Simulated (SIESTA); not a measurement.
The system is Bi2Te3 (Tellurobismuthite).

```
Bi Te
1.0
     2.19300    1.26613   10.16567
    -2.19300    1.26613   10.16567
     0.00000   -2.53226   10.16567
Bi Te
2 3
Direct
  0.60000 0.60000 0.60000
  0.40000 0.40000 0.40000
  0.79050 0.79050 0.79050
  0.20950 0.20950 0.20950
  0.00000 0.00000 0.00000
```

Base run:

- Program: SIESTA 5.4.2
- Functional: PBE
- Potentials or basis: PseudoDojo 0.4 standard (PBE files)
- Basis: DZ (energy shift 0.002 Ry)
- Grid cutoff: 500 Ry
- Energy shift: 0.002 Ry
- k mesh: 7 × 7 × 7
- Occupations: fermi-dirac, width 0.05 eV
- Spin: no spin polarisation

Its results: band gap on the k mesh 0.29 eV, direct; pressure 4.1 GPa; largest force 0.562 eV/Å.

The run is repeated on the same cell with these changes: basis from DZ (energy shift 0.002 Ry) to TZP (energy shift 0.002 Ry). What comes out?

Band gap on the k mesh 0.24 eV, direct; pressure 2.9 GPa; largest force 0.170 eV/Å.

Caveats: semicore shells carry a single zeta, which can move pressures by several GPa and volumes by a few percent; spin-orbit coupling is left out, which as a rule narrows the gap of such compounds by several tenths of an eV; the basis of atomic orbitals isn't converged, which shifts pressures, moduli and gaps; the basis has no polarisation orbitals (some runs).

Not every run made on this cell is shown here.
